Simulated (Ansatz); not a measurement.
# C₂H₆MoO₂: basis-set convergence

How large a basis does C₂H₆MoO₂ need? Two functionals are run in growing sets.

Method: one geometry, several basis sets; program: Ansatz 0.2.0, Gaussian basis.

Levels to be run: PBE0-D4/def2-SVP; ωB97M-V/def2-SVP; PBE0-D4/def2-QZVPP; ωB97M-V/def2-QZVPP; the functionals' def2-TZVPP values are taken from earlier runs.

## (1) The geometry

All runs share one geometry, relaxed beforehand with PBE0-D4 in a triple-zeta def2 set. Mo takes the def2 core potential; no spin-orbit term is included.

SMILES `[CH3][Mo]([CH3])(=[O])=[O]`, 11 atoms, charge 0, spin multiplicity 1.

Atoms are counted from 1 here; the program's logs count them from 0.

Bond lengths: C1–Mo2 2.098 Å, C1–H6 1.095 Å, C1–H7 1.095 Å, C1–H8 1.092 Å, Mo2–C3 2.098 Å, Mo2–O4 1.674 Å, Mo2–O5 1.674 Å, C3–H9 1.092 Å, C3–H10 1.095 Å, C3–H11 1.095 Å. Angles: Mo2–C1–H6 108.7°, Mo2–C1–H7 108.7°, Mo2–C1–H8 112.2°, H6–C1–H7 109.8°, H6–C1–H8 108.7°, H7–C1–H8 108.7°, C1–Mo2–C3 112.6°, C1–Mo2–O4 108.6°, C1–Mo2–O5 108.6°, C3–Mo2–O4 108.6°, C3–Mo2–O5 108.6°, O4–Mo2–O5 110.0°, Mo2–C3–H9 112.2°, Mo2–C3–H10 108.7°, Mo2–C3–H11 108.7°, H9–C3–H10 108.7°, H9–C3–H11 108.7°, H10–C3–H11 109.8°.

Coordinates:

| atom | x (Å) | y (Å) | z (Å) |
| --- | --- | --- | --- |
| C1 | -1.68398 | 0.51268 | 0.24855 |
| Mo2 | 0.13964 | 0.21561 | -0.74427 |
| C3 | 1.56887 | -0.73245 | 0.46332 |
| O4 | -0.13636 | -0.73870 | -2.09209 |
| O5 | 0.74145 | 1.70630 | -1.21239 |
| H6 | -2.07925 | -0.46141 | 0.55515 |
| H7 | -1.50522 | 1.13566 | 1.13119 |
| H8 | -2.42284 | 1.00691 | -0.38559 |
| H9 | 2.51510 | -0.88473 | -0.06005 |
| H10 | 1.17677 | -1.70737 | 0.77152 |
| H11 | 1.75123 | -0.10950 | 1.34526 |

## (2) PBE0-D4 in def2-SVP

Contents of in.yaml:

```yaml
crystal:
  periodic: [false, false, false]
  atoms:
    - {symbol: C, position_ang: [-1.683982, 0.512683, 0.248551]}
    - {symbol: Mo, position_ang: [0.139644, 0.215610, -0.744267]}
    - {symbol: C, position_ang: [1.568869, -0.732455, 0.463318]}
    - {symbol: O, position_ang: [-0.136358, -0.738697, -2.092094]}
    - {symbol: O, position_ang: [0.741445, 1.706305, -1.212391]}
    - {symbol: H, position_ang: [-2.079249, -0.461411, 0.555155]}
    - {symbol: H, position_ang: [-1.505224, 1.135655, 1.131192]}
    - {symbol: H, position_ang: [-2.422843, 1.006907, -0.385594]}
    - {symbol: H, position_ang: [2.515097, -0.884729, -0.060053]}
    - {symbol: H, position_ang: [1.176773, -1.707365, 0.771522]}
    - {symbol: H, position_ang: [1.751229, -0.109503, 1.345263]}
basis:
  gaussian: {orbitals: def2-SVP}
hamiltonian: {xc: pbe0, dispersion: d4}
output: {orbitals: {seedname: orbitals}}
```

Started as:

```console
$ ansatz run in.yaml --threads 4 --pin off --events-out ev --progress --plain --max-ram 10444MiB
```

The runs that follow: ωB97M-V in def2-SVP; PBE0-D4 in def2-QZVPP; ωB97M-V in def2-QZVPP.

Before running them: what should the planned runs give, taken together? Wanted: PBE0-D4: double and triple zeta above quadruple; ωB97M-V: double and triple zeta above quadruple.

**Answer**, as computed:

| quantity | value |
| --- | --- |
| PBE0-D4: double and triple zeta above quadruple | 8.65, 0.46 eV |
| ωB97M-V: double and triple zeta above quadruple | 8.94, 0.45 eV |

In words: PBE0-D4 gains 8.19 eV from double to triple zeta, then 0.46 eV more. These are total energies; as a rule much of such shifts cancels in differences, which this series doesn't test.
